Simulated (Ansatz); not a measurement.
# CH4BrFHfO: ionisation energy by level of theory

The task here is to estimate one member of a computed series from the others.

Program: Ansatz 0.2.0, Gaussian basis. Level of theory: unrestricted cation, the program's frozen cores in correlated methods. These are calculated values, not measurements.

The runs, in order: UKS PBE-D4/def2-TZVPP; UKS r2SCAN-D4/def2-TZVPP; UKS PBE0-D4/def2-TZVPP; UKS B3LYP-D4/def2-TZVPP; UKS wB97X-V/def2-TZVPP; UKS wB97M-V/def2-TZVPP; UKS B2PLYP/def2-TZVPP; UHF-CCSD(T)/def2-TZVPP; UHF-MP2/def2-QZVPP; extrapolation to the limit; then −ε(HOMO) from the neutral's earlier runs with LDA (SPW92), PBE-D4, revPBE-D4, BLYP-D4, r2SCAN-D4, B97M-V, PBE0-D4, B3LYP-D4, r2SCANh-D4, r2SCAN0-D4, HSE06-D4, BHLYP-D4, CAM-B3LYP-D4, LC-ωPBE, ωB97X-V, ωB97M-V.

## The geometry

All runs share one geometry, relaxed beforehand with PBE0-D4 in a triple-zeta def2 set. Hf takes the def2 core potential; no spin-orbit term is included.

9 atoms, charge 0, spin multiplicity 1.

Atoms are counted from 1 here; the program's logs count them from 0.

Bond lengths: C1–Hf2 2.201 Å, C1–H6 1.096 Å, C1–H7 1.096 Å, C1–H8 1.096 Å, Hf2–O3 1.897 Å, Hf2–F4 1.901 Å, Hf2–Br5 2.519 Å, O3–H9 0.952 Å. Angles: Hf2–C1–H6 110.6°, Hf2–C1–H7 111.8°, Hf2–C1–H8 111.1°, H6–C1–H7 107.7°, H6–C1–H8 107.7°, H7–C1–H8 107.6°, C1–Hf2–O3 105.0°, C1–Hf2–F4 105.3°, C1–Hf2–Br5 107.2°, O3–Hf2–F4 111.9°, O3–Hf2–Br5 113.7°, F4–Hf2–Br5 112.9°, Hf2–O3–H9 170.6°.

The first run:

in.yaml reads:

```yaml
crystal:
  periodic: [false, false, false]
  atoms:
    - {symbol: C, position_ang: [-0.836350, -0.279791, 1.096444]}
    - {symbol: Hf, position_ang: [0.172044, -0.040776, -0.845226]}
    - {symbol: O, position_ang: [1.898326, 0.624114, -0.425080]}
    - {symbol: F, position_ang: [0.245762, -1.788772, -1.589285]}
    - {symbol: Br, position_ang: [-1.220646, 1.549105, -2.216333]}
    - {symbol: H, position_ang: [-1.849141, -0.676460, 0.959634]}
    - {symbol: H, position_ang: [-0.294461, -0.968071, 1.754328]}
    - {symbol: H, position_ang: [-0.921756, 0.679860, 1.618195]}
    - {symbol: H, position_ang: [2.806241, 0.900781, -0.352668]}
basis:
  gaussian: {orbitals: def2-TZVPP}
total_charge: 1
magnetization: {spin_polarized: true, initial_magnetization: 1}
hamiltonian: {xc: pbe, dispersion: d4}
```

Among the steps run: Cation, UKS PBE-D4/def2-TZVPP; Cation, UKS r2SCAN-D4/def2-TZVPP; Cation, UKS PBE0-D4/def2-TZVPP; Cation, UKS B3LYP-D4/def2-TZVPP; Cation, UKS wB97X-V/def2-TZVPP; Cation, UKS wB97M-V/def2-TZVPP; Cation, UKS B2PLYP (frozen core)/def2-TZVPP; Cation, UHF-CCSD(T)/def2-TZVPP; Cation, UHF-MP2/def2-QZVPP.

One table of the session follows, with a row left open; its other results are not shown here.

It belongs to the step «Ionisation energies side by side». Orbital estimates, from the neutral's runs:

```
  functional  −ε(HOMO) (eV)
 LDA (SPW92)           6.93
      PBE-D4           6.76
   revPBE-D4           6.70
     BLYP-D4           6.63
   r2SCAN-D4           7.06
      B97M-V           7.11
     PBE0-D4              ?
    B3LYP-D4           7.86
  r2SCANh-D4           7.56
  r2SCAN0-D4           8.31
    HSE06-D4           7.70
    BHLYP-D4           9.33
CAM-B3LYP-D4           9.50
     LC-ωPBE          10.90
     ωB97X-V          10.53
     ωB97M-V          10.38
```

**Question.** Estimate the row for PBE0-D4.

The run gave: −ε(HOMO) (eV): 8.11. In the column «−ε(HOMO) (eV)» it lies between B3LYP-D4 (7.86) and r2SCAN0-D4 (8.31).
